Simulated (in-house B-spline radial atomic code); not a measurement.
# Ar²⁺: excited configurations

Wanted: excitation energies of Ar²⁺ as differences of total energies (ΔSCF).

Method: Dirac-Hartree-Fock, average of configuration, Fermi nucleus, basis-set limit. Code: in-house B-spline radial atomic code version 1.

### Step 1. What is computed

| Quantity | Value |
| --- | --- |
| element | argon (Z = 18) |
| charge | +2 |
| electrons | 16 |
| configuration | [Ne] 3s2 3p4 |
| Hamiltonian | Dirac-Coulomb |
| nucleus | Fermi, rms radius 3.427 fm |

The outer shells:

[Ne] 3s2 3p4
```
[Ne] core
3s [↑↓]
3p [↑↓][↑ ][↑ ]
```

The boxes draw the filling by Hund's rule, which heavy ions in jj coupling don't follow; these runs average over all states of the configuration.

Settings, as recorded:

```ini
Z = 18
electrons = 16.0
configuration = [Ne] 3s2 3p4
hamiltonian = dirac
method = hf
spin_polarised = False
nucleus = fermi
rms_radius = 3.4274
mass_number = 40
atomic_mass = 39.96238312204
speed_of_light = 137.035999084
```

This reference run was done before. Its total energy is -527.134461 hartree, and its levels are (the highest eight at most):

| orbital | occupation | energy (eV) | <r> (bohr) |
| --- | --- | --- | --- |
| 1s1/2 | 2 | -3272.47 | 0.08562 |
| 2s1/2 | 2 | -367.85 | 0.4094 |
| 2p1/2 | 2 | -292.12 | 0.3731 |
| 2p3/2 | 4 | -289.80 | 0.3754 |
| 3s1/2 | 2 | -59.923 | 1.336 |
| 3p1/2 | 1.33333 | -42.329 | 1.470 |
| 3p3/2 | 2.66667 | -42.099 | 1.476 |

### Step 2. Configuration [Ne] 3s1 3p4 6g1

Settings, as recorded:

```ini
Z = 18
electrons = 16.0
configuration = [Ne] 3s1 3p4 6g1
hamiltonian = dirac
method = hf
spin_polarised = False
nucleus = fermi
rms_radius = 3.4274
mass_number = 40
atomic_mass = 39.96238312204
speed_of_light = 137.035999084
```

### Step 3. [Ne] 3s2 3p3 6p1

The settings differ from step 2 so:

```diff
@@ -2,3 +2,3 @@
 electrons = 16.0
-configuration = [Ne] 3s1 3p4 6g1
+configuration = [Ne] 3s2 3p3 6p1
 hamiltonian = dirac
```

### Step 4. [He] 2s2 2p5 3s2 3p4 3d1

The settings differ from step 3 so:

```diff
@@ -2,3 +2,3 @@
 electrons = 16.0
-configuration = [Ne] 3s2 3p3 6p1
+configuration = [He] 2s2 2p5 3s2 3p4 3d1
 hamiltonian = dirac
```

### Step 5. Run with [Ne] 3s2 3p3 6s1

The settings differ from step 4 so:

```diff
@@ -2,3 +2,3 @@
 electrons = 16.0
-configuration = [He] 2s2 2p5 3s2 3p4 3d1
+configuration = [Ne] 3s2 3p3 6s1
 hamiltonian = dirac
```

### Step 6. [Ne] 3s1 3p4 7d1

The settings differ from step 5 so:

```diff
@@ -2,3 +2,3 @@
 electrons = 16.0
-configuration = [Ne] 3s2 3p3 6s1
+configuration = [Ne] 3s1 3p4 7d1
 hamiltonian = dirac
```

### Step 7. Configuration [He] 2s2 2p5 3s2 3p4 4d1

The settings differ from step 6 so:

```diff
@@ -2,3 +2,3 @@
 electrons = 16.0
-configuration = [Ne] 3s1 3p4 7d1
+configuration = [He] 2s2 2p5 3s2 3p4 4d1
 hamiltonian = dirac
```

### Step 8. [Ne] 3s1 3p4 7s1

The settings differ from step 7 so:

```diff
@@ -2,3 +2,3 @@
 electrons = 16.0
-configuration = [He] 2s2 2p5 3s2 3p4 4d1
+configuration = [Ne] 3s1 3p4 7s1
 hamiltonian = dirac
```

### Step 9. Configuration [Ne] 3s2 3p3 7s1

The settings differ from step 8 so:

```diff
@@ -2,3 +2,3 @@
 electrons = 16.0
-configuration = [Ne] 3s1 3p4 7s1
+configuration = [Ne] 3s2 3p3 7s1
 hamiltonian = dirac
```

**Question.** How far above the reference does each configuration lie (order and size, in eV)?

**Answer**, as computed:

| net move | configuration | energy above the reference (eV) | with Breit, QED, recoil (eV) | largest <r> (bohr) |
| --- | --- | --- | --- | --- |
| 3p → 6s | [Ne] 3s2 3p3 6s1 | 35.659 | 35.653 | 10.8 |
| 3p → 6p | [Ne] 3s2 3p3 6p1 | 36.348 | 36.342 | 11.9 |
| 3p → 7s | [Ne] 3s2 3p3 7s1 | 37.516 | 37.510 | 15.9 |
| 3s → 7s | [Ne] 3s1 3p4 7s1 | 55.130 | 55.112 | 15.9 |
| 3s → 6g | [Ne] 3s1 3p4 6g1 | 55.593 | 55.574 | 14.7 |
| 3s → 7d | [Ne] 3s1 3p4 7d1 | 56.150 | 56.130 | 20.5 |
| 2p → 3d | [He] 2s2 2p5 3s2 3p4 3d1 | 259.46 | 259.33 | 1.76 |
| 2p → 4d | [He] 2s2 2p5 3s2 3p4 4d1 | 271.43 | 271.30 | 5.12 |

Quantum defects of the promoted electron, δ = n − ζ/√(−2ε) with ζ = 3 and ε its orbital energy in hartree:

| promotion | δ |
| --- | --- |
| 3p → 6s | 1.372 |
| 3p → 6p | 1.065 |
| 3p → 7s | 1.368 |
| 3s → 7s | 1.417 |
| 3s → 6g | 0.001 |
| 3s → 7d | 0.441 |
| 2p → 4d | 0.522 |

The energies run from 35.659 eV (3p → 6s) to 271.43 eV (2p → 4d). 5 of them lie more than 2 % above the ionisation threshold that Koopmans' theorem gives (42.099 eV), where such states can decay by emitting an electron. Of those tabulated, the defect is largest for 7s (1.42) and least for 6g (0.00): low angular momentum penetrates the core, high angular momentum stays outside it. Two partly filled shells share a symmetry and can mix in the average, which may lower the energy, for: 3p → 6p; 3s → 7s; 2p → 3d; 2p → 4d. These are averages over configurations, without correlation, not spectroscopic levels.
